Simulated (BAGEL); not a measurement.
# CH3BFN (SMILES BN=CF) at RI-MP2/aug-cc-pVDZ (density fitting with qzvpp-jkfit)

Aim: the energy change on altering one bond length of CH3BFN at RI-MP2/aug-cc-pVDZ (density fitting with qzvpp-jkfit), from 2 runs. 

Program for the calculation: BAGEL 1.2.2.

2 further runs of the same task are left out: 2 set aside as unsound or not needed. Runs told in other sessions of the task aren't counted.

## Step 1: The molecule

The species is CH3BFN (7 atoms), meant as a singlet with charge 0. SMILES: `BN=CF`. The shape is that of a PBE0-D4/def2-TZVP optimisation.

Bond lengths: B1–N2 1.364 Å, N2–C3 1.223 Å, C3–F4 1.339 Å, B1–H5 1.196 Å, B1–H6 1.196 Å, C3–H7 1.088 Å. Angles: B1–N2–C3 178.6°, N2–C3–F4 122.5°, N2–B1–H5 118.8°, N2–B1–H6 118.8°, N2–C3–H7 126.7°, F4–C3–H7 110.8°, H5–B1–H6 122.5°.

## Step 2: The energy at RI-MP2/aug-cc-pVDZ (density fitting with qzvpp-jkfit)

job.json

```json
{ "bagel": [

{
  "title": "molecule",
  "basis": "aug-cc-pvdz.json",
  "df_basis": "qzvpp-jkfit",
  "angstrom": true,
  "geometry": [
    { "atom": "B", "xyz": [      -0.480500,       1.089800,       0.570900 ] },
    { "atom": "N", "xyz": [       0.018600,      -0.008400,      -0.066500 ] },
    { "atom": "C", "xyz": [       0.466800,      -1.006900,      -0.611700 ] },
    { "atom": "F", "xyz": [       0.739900,      -2.132000,       0.060700 ] },
    { "atom": "H", "xyz": [       0.284400,       1.897100,       1.009900 ] },
    { "atom": "H", "xyz": [      -1.666300,       1.214200,       0.659800 ] },
    { "atom": "H", "xyz": [       0.698200,      -1.122000,      -1.669000 ] }
  ]
},

{
  "title": "hf",
  "charge": 0
},

{
  "title": "mp2",
  "charge": 0,
  "ncore": 4
}

]}
```

The basis set aug-cc-pVDZ is read from a file made from the Basis Set Exchange's data (not shown).

Started as:

```console
$ BAGEL_NUM_THREADS=1 BAGEL job.json > job.out
```

The program printed:

```text
* using 1 threads per process

  ===============================================================
  ===============================================================

  *** Geometry ***

  { "atom" : "B", "xyz" : [     -0.908013,      2.059424,      1.078845 ] },
  { "atom" : "N", "xyz" : [      0.035149,     -0.015874,     -0.125667 ] },
  { "atom" : "C", "xyz" : [      0.882124,     -1.902765,     -1.155945 ] },
  { "atom" : "F", "xyz" : [      1.398208,     -4.028896,      0.114706 ] },
  { "atom" : "H", "xyz" : [      0.537438,      3.584999,      1.908434 ] },
  { "atom" : "H", "xyz" : [     -3.148851,      2.294505,      1.246841 ] },
  { "atom" : "H", "xyz" : [      1.319407,     -2.120273,     -3.153953 ] },

  Number of auxiliary basis functions:      358

  Since a DF basis is specified, we compute 2- and 3-index integrals:
    o Being stored without compression. Storage requirement is 0.041 GB

  Number of basis functions:      119
  Number of electrons      :       30

    * METHOD: MOLECULE                             0.17

  *** RHF ***

  === Nuclear Repulsion ===
   101.2770138266

      * DIIS with orbital gradients will be used.

  === RHF iteration (aug-cc-pvdz.json) ===
      0       -217.75387967          0.02373049           0.06
      1       -218.00971408          0.01977137           0.06
      2       -218.20487063          0.00222595           0.06
      3       -218.20820181          0.00084064           0.06
      4       -218.20882171          0.00026772           0.06
      5       -218.20890631          0.00010946           0.06
      6       -218.20892509          0.00005339           0.06
      7       -218.20892900          0.00001030           0.06
      8       -218.20892915          0.00000303           0.06
      9       -218.20892917          0.00000132           0.06
     10       -218.20892917          0.00000059           0.06
     11       -218.20892917          0.00000014           0.06
     12       -218.20892917          0.00000006           0.06
     13       -218.20892917          0.00000002           0.06
     14       -218.20892917          0.00000001           0.06
    * SCF iteration converged.

    * Permanent dipole moment:
           (   -0.113830,    -0.005848,     0.642236) a.u.

    * METHOD: HF                                   1.03

  *** RHF ***

  === Nuclear Repulsion ===
   101.2770138266

      * DIIS with orbital gradients will be used.

  === RHF iteration (aug-cc-pvdz.json) ===
      0       -218.20892917          0.00000000           0.05
    * SCF iteration converged.

    * Permanent dipole moment:
           (   -0.113830,    -0.005848,     0.642236) a.u.

  === DF-MP2 calculation ===

    * freezing 4 orbitals
    * 3-index integral transformation done
    * assembly done

      MP2 correlation energy:   -0.5899302984      0.06

      MP2 total energy:       -218.7988594654

    * METHOD: MP2                                  0.19

  ===============================================================
```

Wall time 1.5 s (1 thread of Arm Neoverse V1, shared host); peak memory 0.12 GiB.

## Step 3: The distorted shape at the same level

job.json

```json
{ "bagel": [

{
  "title": "molecule",
  "basis": "aug-cc-pvdz.json",
  "df_basis": "qzvpp-jkfit",
  "angstrom": true,
  "geometry": [
    { "atom": "B", "xyz": [      -1.018355,       2.288033,       1.225158 ] },
    { "atom": "N", "xyz": [      -0.519255,       1.189833,       0.587758 ] },
    { "atom": "C", "xyz": [       0.466800,      -1.006900,      -0.611700 ] },
    { "atom": "F", "xyz": [       0.739900,      -2.132000,       0.060700 ] },
    { "atom": "H", "xyz": [      -0.253455,       3.095333,       1.664158 ] },
    { "atom": "H", "xyz": [      -2.204155,       2.412433,       1.314058 ] },
    { "atom": "H", "xyz": [       0.698200,      -1.122000,      -1.669000 ] }
  ]
},

{ "title": "hf" },

{ "title": "mp2", "ncore": 4 }

]}
```

The basis set aug-cc-pVDZ is read from a file made from the Basis Set Exchange's data (not shown).

Started as:

```console
$ BAGEL_NUM_THREADS=1 BAGEL job.json > job.out
```

The program printed:

```text
* using 1 threads per process

  ===============================================================
  ===============================================================

  *** Geometry ***

  { "atom" : "B", "xyz" : [     -1.924412,      4.323756,      2.315213 ] },
  { "atom" : "N", "xyz" : [     -0.981250,      2.248459,      1.110702 ] },
  { "atom" : "C", "xyz" : [      0.882124,     -1.902765,     -1.155945 ] },
  { "atom" : "F", "xyz" : [      1.398208,     -4.028896,      0.114706 ] },
  { "atom" : "H", "xyz" : [     -0.478961,      5.849332,      3.144803 ] },
  { "atom" : "H", "xyz" : [     -4.165249,      4.558838,      2.483210 ] },
  { "atom" : "H", "xyz" : [      1.319407,     -2.120273,     -3.153953 ] },

  Number of auxiliary basis functions:      358

  Since a DF basis is specified, we compute 2- and 3-index integrals:
    o Being stored without compression. Storage requirement is 0.041 GB

  Number of basis functions:      119
  Number of electrons      :       30

    * METHOD: MOLECULE                             0.17

  *** RHF ***

  === Nuclear Repulsion ===
    79.4452519064

      * DIIS with orbital gradients will be used.

  === RHF iteration (aug-cc-pvdz.json) ===
      0       -216.27240545          0.03383435           0.06
      1       -210.62022449          0.07245423           0.06
      2       -217.84639660          0.01022022           0.06
      3       -217.93075101          0.00358701           0.06
      4       -217.94027532          0.00196098           0.06
      5       -217.94419396          0.00058769           0.06
      6       -217.94461763          0.00018357           0.06
      7       -217.94465453          0.00005303           0.06
      8       -217.94465911          0.00001407           0.06
      9       -217.94465948          0.00000416           0.06
     10       -217.94465951          0.00000113           0.06
     11       -217.94465951          0.00000054           0.06
     12       -217.94465951          0.00000026           0.06
     13       -217.94465951          0.00000018           0.06
     14       -217.94465951          0.00000012           0.06
     15       -217.94465951          0.00000005           0.06
     16       -217.94465951          0.00000002           0.06
     17       -217.94465951          0.00000001           0.06
     18       -217.94465951          0.00000001           0.06
    * SCF iteration converged.

    * Permanent dipole moment:
           (    0.034730,    -0.305488,     0.398826) a.u.

    * METHOD: HF                                   1.28

  *** RHF ***

  === Nuclear Repulsion ===
    79.4452519064

      * DIIS with orbital gradients will be used.

  === RHF iteration (aug-cc-pvdz.json) ===
      0       -217.94465951          0.00000001           0.06
    * SCF iteration converged.

    * Permanent dipole moment:
           (    0.034730,    -0.305489,     0.398826) a.u.

  === DF-MP2 calculation ===

    * freezing 4 orbitals
    * 3-index integral transformation done
    * assembly done

      MP2 correlation energy:   -0.5421379649      0.06

      MP2 total energy:       -218.4867974756

    * METHOD: MP2                                  0.19

  ===============================================================
```

It took 1.8 s on 1 thread of Arm Neoverse V1, shared host; peak memory 0.12 GiB.

## Step 4: Outcome

At RI-MP2/aug-cc-pVDZ (density fitting with qzvpp-jkfit), 4 core orbitals frozen:

| quantity | value |
| --- | --- |
| first shape: total energy | -218.79886 Eh |
| first shape: correlation energy (4 core orbitals frozen) | -589.9 mEh |
| distorted shape: total energy | -218.48680 Eh |
| distorted shape: correlation energy (4 core orbitals frozen) | -542.1 mEh |
| energy change with the N2–C3 bond stretched from 1.223 to 2.690 Å | 8.492 eV |

With the N2–C3 bond stretched from 1.223 to 2.690 Å the energy rises by 8.49 eV (196 kcal/mol). The first shape isn't relaxed at this level, so the change isn't measured from a minimum. A restricted reference can't describe the breaking bond well at this length.
